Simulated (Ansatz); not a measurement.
I need cell relaxations under several functionals of AgRh, space group P-6m2. Use Ansatz 0.2.0 through its Python package. Use (first run): LDA, PAW, the default cutoff (420 eV here), 12×12×6 k-points, cold smearing of 0.15 eV.

```
Ag Rh
1.0
     2.77759    0.00000    0.00000
    -1.38879    2.40546    0.00000
     0.00000    0.00000    4.80860
Ag Rh
1 1
Cartesian
  0.0000 0.0000 2.4043
  1.3888 0.8018 0.0000
```

`lattice_agrh.py`:
```python
import ansatz as az
import numpy as np

def edges_and_angles(cell):
    cell = np.asarray(cell)
    a, b, c = np.linalg.norm(cell, axis=1)
    cosines = cell[1] @ cell[2] / (b * c), cell[0] @ cell[2] / (a * c), cell[0] @ cell[1] / (a * b)
    return (a, b, c, *np.degrees(np.arccos(cosines)))

system = (
    az.Lattice.from_parameters(2.777588, 2.777588, 4.808602, alpha=90, beta=90, gamma=120)
    .space_group(187)
    .atom('Ag', (0.0, 0.0, 0.5))
    .atom('Rh', (2 / 3, 1 / 3, 0.0))
)

calculation = system.calculation()
calculation = calculation.kpoints(12, 12, 6)
calculation = calculation.occupations('cold', width=0.15).scf(tolerance=1e-09)
calculation = calculation.relax(cell=True, force_tolerance=0.01, max_steps=60)

levels = [('lda', 'none'), ('r2scan', 'd4'), ('r2scan', 'none')]
print('level            a       b       c    alpha   beta  gamma  V/atom  steps')
for name, dispersion in levels:
    seen = []
    run = calculation.functional(name, dispersion=dispersion).session().plan()
    result = run.execute(on_event=lambda e: seen.append(e) if e['event'] == 'relax_step' else None)
    cell = result.lattice.cell_ang
    label = name if dispersion == 'none' else f'{name}+{dispersion}'
    print('{:13s} {:7.4f} {:7.4f} {:7.4f} {:6.2f} {:6.2f} {:6.2f}'.format(label, *edges_and_angles(cell)), f'{abs(np.linalg.det(cell)) / len(result.lattice.sites):7.3f} {len(seen):5d}')
```

```console
$ python lattice_agrh.py
level            a       b       c    alpha   beta  gamma  V/atom  steps
DeckWarning: basis.ecutwfc = 420 eV, auto-derived from the records' recommended cutoffs: set by Ag (normal level)
DeckWarning: relax.cell: scf.convergence.dr2_threshold = 1e-9 eV is looser than the 2e-10 eV advised for a relaxation that steers and ends on the stress (1e-10 eV for each atom of the cell: 2). What an SCF threshold leaves in a stress goes as its square root, [...]
lda            2.6963  2.6963  4.6387  90.00  90.00 120.00  14.603     6
DeckWarning: basis.ecutwfc = 500 eV, auto-derived from the records' recommended cutoffs: set by Ag (their level for a meta-GGA)
r2scan+d4      2.7308  2.7308  4.7127  90.00  90.00 120.00  15.218     5
r2scan         2.7398  2.7398  4.7367  90.00  90.00 120.00  15.396     8
```
(Warnings from the package without file and line, shortened.)

From smallest to largest: LDA (14.60 Å³ an atom, -9.1 % against the start), r2SCAN+D4 (15.22 Å³ an atom, -5.3 % against the start) and r2SCAN (15.40 Å³ an atom, -4.2 % against the start). The spread is 5.4 % in volume.

No spin polarisation was allowed. Forces vanish by symmetry, so the ions can't move, and the end may be a saddle. Dispersion corrections can be off by several per cent in the lattices of metals, and by several GPa in the pressure at a fixed cell. The mesh is modest for a metal, so energies can be off by several to tens of meV an atom and pressures by half a GPa or more; differences at equal mesh fare better. This cell is a computed structure, which may not be the phase found in nature. Timing: 4.7 min on 1 thread of Arm Neoverse N1, with other jobs on the host, peak memory 0.58 GiB.
